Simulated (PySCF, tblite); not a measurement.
**C₃H₈O₂Si₂: geometry, infrared bands and NMR shifts**

Aim: predict the infrared bands and NMR shifts of C₃H₈O₂Si₂ (`O=C(O)[SiH]1C[SiH2]C1`).

The runs use tblite 0.8.0 and PySCF 2.14.0, with density-fitted response routines of our own; the level of theory stands in each step. All values are computed, except where a source is named. Atoms are numbered from 0 throughout.

## (1) The molecule as given

15 atoms, charge 0, multiplicity 1; geometry from: force field or distance geometry start.

Bonds of the start (Å): O0–C1 1.25, C1–O2 1.40, C1–Si3 1.85, Si3–C4 1.86, C4–Si5 1.87, Si5–C6 1.88, C6–Si3 1.87, O2–H7 1.01, Si3–H8 1.44, C4–H9 1.11, C4–H10 1.10, Si5–H11 1.47, Si5–H12 1.46, C6–H13 1.12, C6–H14 1.11.

## (2) Optimising the geometry with GFN2-xTB

What the job is given:

```
{"job": {"kind": "relax", "xc": "GFN2-xTB", "basis": "xTB"}, "charge": 0, "multiplicity": 1}
O      1.823600     0.771300     1.561300
C      1.758500     0.326100     0.399300
O      2.741100    -0.485900    -0.172500
Si     0.284800     0.753000    -0.625800
C     -1.255300     1.128100     0.352800
Si    -1.382600    -0.718500     0.625700
C     -0.542100    -0.874800    -1.046800
H      3.583000    -0.766500     0.303900
H      0.541500     1.631000    -1.732300
H     -2.091200     1.458100    -0.301400
H     -1.111300     1.723100     1.262500
H     -2.758800    -1.224000     0.625000
H     -0.544700    -1.194700     1.723100
H      0.205800    -1.709300    -1.102700
H     -1.257000    -0.809100    -1.893900
```

On the command line:

```
> OMP_NUM_THREADS=1 python probes_run.py task.json out
```

This one command runs all jobs of the session in turn.

**Question.** This job is followed by: GFN2-xTB harmonic vibrations, gas phase; GIAO PBE0/pcSseg-1 NMR shielding, non-relativistic, gas phase. What will the session give for the following? strongest single infrared mode (GFN2-xTB); zero-point energy (GFN2-xTB); 13C shifts against TMS (PBE0/pcSseg-1, means over atoms taken as alike); 1H shifts against TMS (PBE0/pcSseg-1, means over atoms taken as alike); 17O shifts against H2O (PBE0/pcSseg-1); 29Si shifts against TMS (PBE0/pcSseg-1); surface potential, 1st and 99th percentile.

As calculated:

```
                                                               quantity                                   value
                              strongest single infrared mode (GFN2-xTB)                    770 cm⁻¹, 433 km/mol
                                           zero-point energy (GFN2-xTB)                           63.0 kcal/mol
13C shifts against TMS (PBE0/pcSseg-1, means over atoms taken as alike)                         187.4, -1.9 ppm
 1H shifts against TMS (PBE0/pcSseg-1, means over atoms taken as alike)  6.71, 5.38, 5.05, 4.98, 0.77, 0.77 ppm
                                 17O shifts against H2O (PBE0/pcSseg-1)                        495.3, 243.9 ppm
                                29Si shifts against TMS (PBE0/pcSseg-1)                        -19.0, -30.4 ppm
                                  surface potential, 1st and 99th percentile                      -1.55 V and 2.20 V
```

What this shows: Over 174 steps the energy fell by 0.939 eV; of the close pairs, C1–Si3 changed most, 1.845 to 1.913 Å. No mode is imaginary among the 39: a minimum at this level. The strongest single mode, at 770 cm⁻¹, is spread over several atoms, Si3, C6, C4, Si5 among them. GFN2-xTB is a fitted tight-binding method: band positions and strengths are rough. Its intensities can rank the bands wrongly. At PBE0/pcSseg-1: The widest tensor belongs to O0: span 717 ppm, with a paramagnetic part of -562 ppm. By nearest atom (PBE0/pcSseg-1), the HOMO sits on O0 49 %; C1 13 % and the LUMO on C1 27 %; O0 15 %.
